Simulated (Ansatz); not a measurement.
# SiGeH4 (quintet): wave-function methods side by side, cc-pVDZ

An exercise on one series of results from a longer session: the logs are not shown, and one member is left open.

Method: cc-pVDZ, core rule «outside noble gas», up to 19 orbitals frozen; program: Ansatz 0.2.0, Gaussian basis.

The runs, in order: UHF; CCSD(T) on ROHF; CCSD(T) on UHF; BCCD(T) on ROHF; CISD; CCSDT(Q) on ROHF; CCSDT(Q) on UHF.

24 further runs of the same task are left out: 8 that didn't finish, 16 set aside as unsound or not needed.

### What is computed

The geometry is a PBE0/def2-TZVP stationary point (not a proven minimum) of the parent state, kept for this charge and spin. No spin-orbit coupling is included. The filled d shell of Ge may be among the frozen orbitals whatever the setting's name suggests; the logs give the count.

6 atoms, charge 0, spin multiplicity 5.

Atoms are counted from 1 here; the program's logs count them from 0.

Bond lengths: Si1–Ge2 2.366 Å, Si1–H3 1.488 Å, Si1–H4 1.484 Å, Si1–H5 1.488 Å, Ge2–H6 1.547 Å. Angles: Ge2–Si1–H3 111.3°, Ge2–Si1–H4 106.3°, Ge2–Si1–H5 111.3°, H3–Si1–H4 109.5°, H3–Si1–H5 108.9°, H4–Si1–H5 109.5°, Si1–Ge2–H6 123.7°.

The first run:

Input file in.yaml:

```yaml
crystal:
  periodic: [false, false, false]
  atoms:
    - {symbol: Si, position_ang: [0.000000, -0.042075, 1.656707]}
    - {symbol: Ge, position_ang: [0.000000, 0.034653, -0.708040]}
    - {symbol: H, position_ang: [1.210792, -0.734227, 2.175626]}
    - {symbol: H, position_ang: [0.000000, 1.368169, 2.119977]}
    - {symbol: H, position_ang: [-1.210792, -0.734227, 2.175626]}
    - {symbol: H, position_ang: [0.000000, -1.224668, -1.607285]}
basis:
  gaussian: {orbitals: cc-pVDZ}
magnetization: {spin_polarized: true, initial_magnetization: 4}
hamiltonian: {xc: hf}
output: {orbitals: {seedname: orbitals}}
```

Run with:

```
$ ansatz run in.yaml --threads 1 --pin off --events-out ev --progress --plain --max-ram 2393MiB
```

Steps of the session up to this table: UHF; CCSD(T) on ROHF; CCSD(T) on UHF; BCCD(T) on ROHF; CISD; CCSDT(Q) on ROHF; CCSDT(Q) on UHF.

One of the session's tables, all rows but one given; the rest of the session is left out.

```
   method  from UCCSDT(Q) (kcal/mol)
     ROHF                    +134.41
      UHF                    +131.09
     RMP2                     +30.84
     UMP2                          ?
     CISD                     +14.76
    RCCSD                      +5.05
    UCCSD                      +4.60
 RCCSD(T)                      +1.46
 UCCSD(T)                      +1.08
  BCCD(T)                      +1.46
   RCCSDT                      +0.57
   UCCSDT                      +0.18
RCCSDT(Q)                      +0.39
UCCSDT(Q)                          0
```

Q: Estimate the row for UMP2 from the others.

The run gave: from UCCSDT(Q) (kcal/mol): +31.20. In the column «from UCCSDT(Q) (kcal/mol)» it lies between RMP2 (+30.84) and UHF (+131.09).

To keep in mind: Restricted and unrestricted rows rest on different reference determinants; where their highest levels disagree by more than a few hundredths of an eV, they describe different states and don't form one ladder.
